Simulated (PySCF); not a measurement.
**SiBrCl (SMILES Cl[Si]Br), step by step**

Aim: a geometry optimisation (KT3/cc-pVDZ), then a single-point energy (MP2/ccECP-aug-cc-pVDZ), then the excited states (TDA-mPWPW91/cc-pVTZ) of SiBrCl. Input form: a Python script.

The results are computed with PySCF 2.14.0.

1 further run of the same task is left out (for a faulty analytic Hessian).

## 1. The structure to begin with

The species is SiBrCl (3 atoms), meant as a singlet with charge 0. SMILES: `Cl[Si]Br`. The shape comes from a force field and isn't a relaxed structure. The run starts from this shape.

Bond lengths: Cl1–Si2 2.065 Å, Si2–Br3 2.200 Å. Angles: Cl1–Si2–Br3 107.6°.

## 2. A geometry optimisation at KT3/cc-pVDZ (SS(V)PE acetonitrile) (run 1)

File run.py:

```python
from pyscf import gto, dft, solvent
from pyscf.geomopt.geometric_solver import kernel as optimise

mol = gto.Mole()
mol.atom = [
    ('Cl', (0.701800, 1.480000, 0.536200)),
    ('Si', (-0.710300, 0.266000, -0.356900)),
    ('Br', (-0.002400, -1.810800, -0.192600)),
]
mol.basis = 'cc-pvdz'
mol.charge = 0
mol.spin = 0
mol.max_memory = 1860
mol.verbose = 3
mol.build()

myscf = dft.RKS(mol)
myscf.xc = 'kt3'
myscf = myscf.PCM()
myscf.with_solvent.method = 'SS(V)PE'
myscf.with_solvent.eps = 35.688  # acetonitrile
converged, mol_eq = optimise(myscf, maxsteps=100, convergence_set='GAU_TIGHT')
print('converged:', converged)
print(mol_eq.tostring())

myscf.reset(mol_eq)
mol = mol_eq
myscf.kernel()
e_tot = myscf.e_tot
print('E = %.10f Eh' % e_tot)
```

Launch:

```
$ OMP_NUM_THREADS=1 python run.py
```

Output:

```text
convergence_set           GAU_TIGHT
[... 35 lines left out ...]
WARN: Mole.unit (angstrom) is changed to Bohr
[... 25 lines left out ...]
converged SCF energy = -3338.42323535592
[... 59 lines left out ...]
WARN: PCM is an experimental feature. It is still in testing.
[... 44 lines left out ...]
converged SCF energy = -3338.42355215097
[... 60 lines left out ...]
WARN: PCM is an experimental feature. It is still in testing.
[... 44 lines left out ...]
converged SCF energy = -3338.42355216203
[... 51 lines left out ...]
Converged! =D
[... 1 line left out ...]
converged: True
Cl          0.73248164        1.44078918        0.55044807
Si         -0.78224286        0.29757952       -0.39373326
Br          0.04882830       -1.81203393       -0.16910691

WARN: PCM is an experimental feature. It is still in testing.
Features and APIs may be changed in the future.

converged SCF energy = -3338.42355216625
E = -3338.4235521662 Eh
```

Wall time 2 min (1 thread of Arm Neoverse V2, shared host); peak memory 0.6 GiB.

Step by step:

```csv
step,energy from the first frame kept (eV),largest force (eV/Å)
0,0.0000,1.5536
1,-0.0828,0.4727
2,-0.0912,0.0798
3,-0.0914,0.0270
4,-0.0915,0.0114
5,-0.0915,0.0032
6,-0.0915,0.0018
7,-0.0915,0.0043
8,-0.0915,0.0047
9,-0.0915,0.0041
10,-0.0915,0.0032
11,-0.0915,0.0022
12,-0.0915,0.0012
13,-0.0915,0.0009
```

After the run. Bond lengths: Cl1–Si2 2.120 Å, Si2–Br3 2.279 Å. Angles: Cl1–Si2–Br3 101.2°.

## 3. A single-point energy at MP2/ccECP-aug-cc-pVDZ (core potential, SMD chloroform) (run 3)

File job.py:

```python
from pyscf import gto, mp, solvent

system = gto.M(
    atom='Cl 0.732482 1.440789 0.550448; Si -0.782243 0.297580 -0.393733; Br 0.048828 -1.812034 -0.169107',
    verbose=4,
    spin=0,
    max_memory=1860,
    basis='ccecp-aug-cc-pvdz',
    ecp='ccecp',
)

mf = system.RHF()
mf = mf.SMD()
mf.with_solvent.solvent = 'chloroform'
mf.kernel()

pt = mp.MP2(mf).run()
e_tot = pt.e_tot
print('E(%s) = %.9f' % ('MP2', e_tot))
mf.analyze()
```

Launch:

```
$ OMP_NUM_THREADS=1 python job.py
```

Output:

```text
PySCF version 2.14.0

[INPUT] num. atoms = 3
[INPUT] num. electrons = 18
[INPUT] charge = 0
[INPUT] spin (= nelec alpha-beta = 2S) = 0
[INPUT] symmetry False subgroup None
[INPUT] Mole.unit = angstrom
[INPUT] Symbol           X                Y                Z      unit          X                Y                Z       unit  Magmom
[INPUT]  1 Cl     0.732482000000   1.440789000000   0.550448000000 AA    1.384190371174   2.722696613286   1.040195965815 Bohr   0.0
[INPUT]  2 Si    -0.782243000000   0.297580000000  -0.393733000000 AA   -1.478225032858   0.562344700148  -0.744047536203 Bohr   0.0
[INPUT]  3 Br     0.048828000000  -1.812034000000  -0.169107000000 AA    0.092271547210  -3.424247988400  -0.319565915747 Bohr   0.0

[... 53 lines left out ...]
Solvent Energy = -0.00293137980409824
[... 47 lines left out ...]
Nuclear Repulsion Energy =              21.117697017157528
[... 11 lines left out ...]
MO #6   energy= -0.48844508000693  occ= 2
[... 9 lines left out ...]
MO #16  energy= 0.158532411843977  occ= 0
[... 9 lines left out ...]
MO #26  energy= 0.442377138774324  occ= 0
[... 9 lines left out ...]
MO #36  energy= 0.728029624825842  occ= 0
[... 9 lines left out ...]
MO #46  energy= 1.04801933362327   occ= 0
[... 9 lines left out ...]
MO #56  energy= 1.52379237301668   occ= 0
[... 9 lines left out ...]
MO #66  energy= 13.1383474465922   occ= 0
[... 72 lines left out ...]
Dipole moment(X, Y, Z, Debye): -1.40700,  0.65920, -0.69319
```

Wall time 9.9 s (1 thread of Arm Neoverse V2, shared host); peak memory 0.28 GiB.

## 4. The vertical excitations at TDA-mPWPW91/cc-pVTZ (density fitting, spin of roots singlet) (run 4)

File input.py:

```python
from pyscf import gto, dft, tdscf

molecule = gto.Mole()
molecule.atom = '''
Cl   0.732482   1.440789   0.550448
Si  -0.782243   0.297580  -0.393733
Br   0.048828  -1.812034  -0.169107
'''
molecule.verbose = 4
molecule.spin = 0
molecule.charge = 0
molecule.max_memory = 1860
molecule.basis = 'cc-pvtz'
molecule.build()

mf = dft.RKS(molecule, xc='mpw91,pw91')
mf = mf.density_fit()
mf.kernel()

e_final = mf.e_tot
print('E = %.10f Eh' % e_final)

td = mf.TDA()
td.nstates = 10
td.kernel()
td.analyze()
roots = td.e * 27.211386
osc = td.oscillator_strength()
print('state   eV      nm      f')
for i, (w, f) in enumerate(zip(roots, osc), 1):
    print('%3d %9.4f %8.1f %9.5f' % (i, w, 1239.842 / w, f))
```

Launch:

```
$ OMP_NUM_THREADS=1 python input.py
```

Output:

```text
PySCF version 2.14.0

[INPUT] num. atoms = 3
[INPUT] num. electrons = 66
[INPUT] charge = 0
[INPUT] spin (= nelec alpha-beta = 2S) = 0
[INPUT] symmetry False subgroup None
[INPUT] Mole.unit = angstrom
[INPUT] Symbol           X                Y                Z      unit          X                Y                Z       unit  Magmom
[INPUT]  1 Cl     0.732482000000   1.440789000000   0.550448000000 AA    1.384190371174   2.722696613286   1.040195965815 Bohr   0.0
[INPUT]  2 Si    -0.782243000000   0.297580000000  -0.393733000000 AA   -1.478225032858   0.562344700148  -0.744047536203 Bohr   0.0
[INPUT]  3 Br     0.048828000000  -1.812034000000  -0.169107000000 AA    0.092271547210  -3.424247988400  -0.319565915747 Bohr   0.0

[... 61 lines left out ...]
converged SCF energy = -3324.24109514049
[... 48 lines left out ...]
** Transition electric dipole moments (AU) **
[... 7 lines left out ...]
** Transition velocity dipole moments (imaginary part, AU) **
state          X           Y           Z        Dip. S.      Osc.
  1         0.0171      0.0034     -0.0314      0.0013      0.0068
  2        -0.0088     -0.0017      0.0162      0.0003      0.0017
  3         0.0132     -0.0181      0.0052      0.0005      0.0021
[... 6 lines of this table left out ...]
 10         0.0353      0.0070     -0.0651      0.0055      0.0150

** Transition magnetic dipole moments (imaginary part, AU) **
state          X           Y           Z
  1        -0.1663     -1.0572     -0.2035
  2         0.5341      0.4870      0.3419
  3         0.0604      0.0119     -0.1114
[... 6 lines of this table left out ...]
 10         0.0206      0.1784      0.0303
state   eV      nm      f
  1    3.4680    357.5   0.01545
  2    3.6803    336.9   0.00650
  3    4.5645    271.6   0.03675
[... 6 lines of this table left out ...]
 10    6.7137    184.7   0.01034
```

It took 63 s on 1 thread of Arm Neoverse V2, shared host; peak memory 0.48 GiB.

The roots found:

```csv
excited state,energy (eV),strength
1,3.468,0.0155
2,3.680,0.0065
3,4.564,0.0367
4,5.129,0.0121
5,5.535,0.0054
6,6.043,0.0020
7,6.177,0.0717
8,6.258,0.0773
9,6.625,0.1162
10,6.714,0.0103
```

## 5. What came out

| quantity | value |
| --- | --- |
| run 1, KT3/cc-pVDZ: total energy at the end | -3338.42355 Eh |
| run 1, KT3/cc-pVDZ: dipole moment | 1.50 D |
| run 1, KT3/cc-pVDZ: HOMO energy | -6.59 eV |
| run 1, KT3/cc-pVDZ: LUMO energy | -3.62 eV |
| run 1, KT3/cc-pVDZ: HOMO–LUMO gap | 2.97 eV |
| run 1, KT3/cc-pVDZ: solvent term in the energy | -5.9 kJ/mol |
| run 4, TDA-mPWPW91/cc-pVTZ: ground-state or mean-field energy | -3324.24110 Eh |
| run 4, TDA-mPWPW91/cc-pVTZ: dipole moment (mPWPW91 Kohn–Sham density) | 1.01 D |
| run 4, TDA-mPWPW91/cc-pVTZ: HOMO energy (mPWPW91 Kohn–Sham orbitals) | -6.72 eV |
| run 4, TDA-mPWPW91/cc-pVTZ: LUMO energy (mPWPW91 Kohn–Sham orbitals) | -3.86 eV |
| run 4, TDA-mPWPW91/cc-pVTZ: HOMO–LUMO gap (mPWPW91 Kohn–Sham orbitals) | 2.85 eV |
| run 4, TDA-mPWPW91/cc-pVTZ: lowest singlet excitation energy | 3.47 eV |
| run 3, MP2/ccECP-aug-cc-pVDZ | no result (a known fault or a wrong state: its values are left out) |

What this shows: The optimisation (run 1, KT3/cc-pVDZ) took 13 steps and changed the energy by -0.091 eV. Mulliken charges (run 1, KT3/cc-pVDZ) run from -0.22 on Cl1 to +0.42 on Si2; they depend strongly on the basis. The brightest of the 10 transitions from the ground state lies at 6.63 eV (187 nm, f = 0.116); the lowest, at 3.47 eV, has f = 0.015. Mulliken charges (run 4, TDA-mPWPW91/cc-pVTZ) of the mean-field density run from -0.18 on Cl1 to +0.35 on Si2. 1 of the 3 runs ended normally but are set aside, since settings or state are in doubt.
